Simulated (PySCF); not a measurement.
# C₅H₉NOSi: magnetic properties

What do calculations give for the magnetic properties of C₅H₉NOSi (`CC(/C=N/[SiH3])=C\C=O`)?

Computed with PySCF 2.14.0 and routines of our own; the level stands in each step. Atoms count from 0.

## (1) The starting structure

17 atoms, charge 0, multiplicity 1; geometry from: GFN2-xTB.

## (2) Magnetic properties: GIAO PBE0/pcSseg-1

What the job is given:

```
{"job": {"kind": "mag", "xc": "PBE0", "basis": "pcSseg-1", "isotopologues": 2}, "charge": 0, "multiplicity": 1}
C     -1.680693    -1.399073     0.288318
C     -0.685570    -0.297167     0.381346
C      0.681641    -0.574469    -0.061299
N      1.563680     0.319568    -0.112393
Si     3.220554     0.359166    -0.558231
C     -0.980146     0.933140     0.861342
C     -2.286684     1.335884     1.352685
O     -3.275474     0.641129     1.405584
H     -2.525274    -1.087643    -0.325146
H     -2.089783    -1.620897     1.273465
H     -1.238775    -2.299467    -0.132489
H      0.876192    -1.618849    -0.342492
H      3.236276     1.294927    -1.679668
H      3.860742     0.889062     0.642867
H      3.828000    -0.920623    -0.943371
H     -0.191338     1.670697     0.887360
H     -2.320346     2.386646     1.701675
```

Level: GIAO PBE0/pcSseg-1 magnetisability, rotational g tensor and spin-rotation constants, non-relativistic, gas phase.

Launch:

```
$ OMP_NUM_THREADS=1 python excited_run.py task.json out
```

The driver reads the jobs from task.json and runs them one after another.

The log of the run:

```text
coarse grid: 14784 points
cycle   1  E = -614.6239818558  dE =  1.095e+00  |g| = 8.304e-01  |ddm| = 3.877e+00
cycle   2  E = -614.1689975081  dE =  4.550e-01  |g| = 1.703e+00  |ddm| = 2.757e+00
cycle   3  E = -614.7616090878  dE = -5.926e-01  |g| = 1.620e-01  |ddm| = 2.125e+00
cycle   4  E = -614.7666315829  dE = -5.022e-03  |g| = 8.510e-02  |ddm| = 2.497e-01
cycle   5  E = -614.7679591168  dE = -1.328e-03  |g| = 3.495e-02  |ddm| = 1.014e-01
cycle   6  E = -614.7682251652  dE = -2.660e-04  |g| = 7.615e-03  |ddm| = 3.879e-02
cycle   7  E = -614.7682372282  dE = -1.206e-05  |g| = 2.012e-03  |ddm| = 8.214e-03
cycle   8  E = -614.7682381029  dE = -8.747e-07  |g| = 6.366e-04  |ddm| = 2.463e-03
final grid: 138520 points
cycle   9  E = -614.8235439513  dE = -2.324e-05  |g| = 1.151e-02  |ddm| = 3.602e-02
cycle  10  E = -614.8234756649  dE =  6.829e-05  |g| = 2.197e-02  |ddm| = 2.738e-02
cycle  11  E = -614.8235704693  dE = -9.480e-05  |g| = 2.407e-03  |ddm| = 1.973e-02
cycle  12  E = -614.8235717119  dE = -1.243e-06  |g| = 1.882e-04  |ddm| = 2.279e-03
cycle  13  E = -614.8235717170  dE = -5.174e-09  |g| = 1.297e-04  |ddm| = 3.459e-04
cycle  14  E = -614.8235717209  dE = -3.845e-09  |g| = 4.161e-05  |ddm| = 1.479e-04
cycle  15  E = -614.8235717213  dE = -4.343e-10  |g| = 1.046e-05  |ddm| = 5.209e-05
converged SCF energy = -614.8235717213

Magnetisability tensor (1e-30 J/T^2)
     -787.11      129.64     -126.64
      129.64     -833.81      114.80
     -126.64      114.80    -1287.13
isotropic -969.35   principal values   -1357.05   -873.38   -677.63
isotropic susceptibility -58.376 1e-6 cm^3/mol

Inertial axes            a          b          c
rot. const./GHz      4.8929     0.6847     0.6073
chi total           -46.014    -47.405    -81.708
chi diamagnetic    -380.374  -1814.292  -2055.531
chi paramagnetic    334.360   1766.886   1973.823
quadrupole/D A      -11.800      9.659      2.142
g nuclear            0.6532     0.5486     0.5567
g electronic        -0.7686    -0.5684    -0.5632
g total             -0.1154    -0.0198    -0.0065

Spin-rotation constants (kHz, H = +C I.J)
atom  isotope        aa         bb         cc
  3    14N        1.829      0.154      0.009
  8     1H       -0.261     -0.067     -0.013
  9     1H       -0.244     -0.067     -0.015
 10     1H       -0.358      0.007     -0.075
 11     1H       -0.240      0.058     -0.064
 12     1H       -0.392     -0.047      0.015
 13     1H       -0.402     -0.025     -0.003
 14     1H       -0.234      0.007     -0.055
 15     1H        0.081      0.006     -0.072
 16     1H       -0.323      0.075     -0.047
  0    13C*       0.787      0.102      0.086
  1    13C*       2.571      0.269      0.085
  2    13C*       2.359      0.309      0.139
  4   29Si*      -2.501     -0.382     -0.372
  5    13C*       2.147      0.237      0.089
  6    13C*       2.365      0.358      0.138
  7    17O*      -5.414     -0.581     -0.005
* in the singly substituted isotopologue

Isotopologues: g along a, b, c
2H    at 8,9,10,11,12,1    -0.0890    -0.0181    -0.0059
13C   at 0                 -0.1124    -0.0197    -0.0064
```

Wall time 32 s (1 thread of Intel Xeon Platinum 8488C, shared host); peak memory 1 GiB.

From this job:

```tsv
quantity	value
magnetisability	-969·10⁻³⁰ J/T²
molar susceptibility	-58.4·10⁻⁶ cm³/mol
rotational g (a, b, c)	-0.1154, -0.0198, -0.0065
```

## (3) Magnetic properties: GIAO PBE/3-21G

Settings changed since step 2:

```diff
@@ -1,2 +1,2 @@
-{"job": {"kind": "mag", "xc": "PBE0", "basis": "pcSseg-1", "isotopologues": 2}, "charge": 0, "multiplicity": 1}
+{"job": {"kind": "mag", "xc": "PBE", "basis": "3-21G", "scf": {"diis": false, "max_cycle": 68}}, "charge": 0, "multiplicity": 1}
 C     -1.680693    -1.399073     0.288318
```

Method: GIAO PBE/3-21G magnetisability, rotational g tensor and spin-rotation constants, non-relativistic, gas phase.

The log of the run:

```text
final grid: 138520 points
cycle   1  E = -611.3085520148  dE =  6.711e-01  |g| = 8.678e-01  |ddm| = 4.265e+00
cycle   2  E = -608.7904192379  dE =  2.518e+00  |g| = 2.684e+00  |ddm| = 3.871e+00
cycle   3  E = -600.5895894830  dE =  8.201e+00  |g| = 5.939e+00  |ddm| = 1.101e+01
cycle   4  E = -539.1444801145  dE =  6.145e+01  |g| = 9.595e+00  |ddm| = 3.041e+01
cycle   5  E = -357.8990061542  dE =  1.812e+02  |g| = 9.302e+00  |ddm| = 9.287e+01
cycle   6  E = -395.0229625244  dE = -3.712e+01  |g| = 8.822e+00  |ddm| = 1.064e+02
cycle   7  E = -215.2727262308  dE =  1.798e+02  |g| = 9.798e+00  |ddm| = 8.491e+01
cycle   8  E = -345.7585698212  dE = -1.305e+02  |g| = 7.095e+00  |ddm| = 8.810e+01
cycle   9  E = -214.7340216877  dE =  1.310e+02  |g| = 9.745e+00  |ddm| = 8.284e+01
cycle  10  E = -345.8006253217  dE = -1.311e+02  |g| = 7.013e+00  |ddm| = 8.315e+01
[... 48 cycles left out ...]
cycle  59  E = -214.7150853147  dE =  1.311e+02  |g| = 9.743e+00  |ddm| = 8.321e+01
cycle  60  E = -345.8024180681  dE = -1.311e+02  |g| = 7.012e+00  |ddm| = 8.321e+01
cycle  61  E = -214.7150853147  dE =  1.311e+02  |g| = 9.743e+00  |ddm| = 8.321e+01
cycle  62  E = -345.8024180681  dE = -1.311e+02  |g| = 7.012e+00  |ddm| = 8.321e+01
cycle  63  E = -214.7150853147  dE =  1.311e+02  |g| = 9.743e+00  |ddm| = 8.321e+01
cycle  64  E = -345.8024180681  dE = -1.311e+02  |g| = 7.012e+00  |ddm| = 8.321e+01
cycle  65  E = -214.7150853147  dE =  1.311e+02  |g| = 9.743e+00  |ddm| = 8.321e+01
cycle  66  E = -345.8024180681  dE = -1.311e+02  |g| = 7.012e+00  |ddm| = 8.321e+01
cycle  67  E = -214.7150853147  dE =  1.311e+02  |g| = 9.743e+00  |ddm| = 8.321e+01
cycle  68  E = -345.8024180681  dE = -1.311e+02  |g| = 7.012e+00  |ddm| = 8.321e+01
SCF not converged, last energy = -345.8024180681
```

Run time: 40 s. Hardware: 1 thread of Intel Xeon Platinum 8488C, shared host; peak memory 0.46 GiB.

Diagnosis: The SCF swings between two densities 131.09 Eh apart: plain iteration without DIIS overshoots. The remedy is to turn DIIS on. Numbers printed on the way are no properties of the molecule.

## (4) Outcome

| quantity | value |
| --- | --- |
| magnetisability (step 2, GIAO PBE0/pcSseg-1) | -969·10⁻³⁰ J/T² |
| molar susceptibility (step 2, GIAO PBE0/pcSseg-1) | -58.4·10⁻⁶ cm³/mol |
| rotational g (a, b, c) (step 2, GIAO PBE0/pcSseg-1) | -0.1154, -0.0198, -0.0065 |
| runs | 1 failed, 0 ended on unsound input |

The values above hold for this geometry and these levels alone. Vibrational averaging and real surroundings are missing from these values.
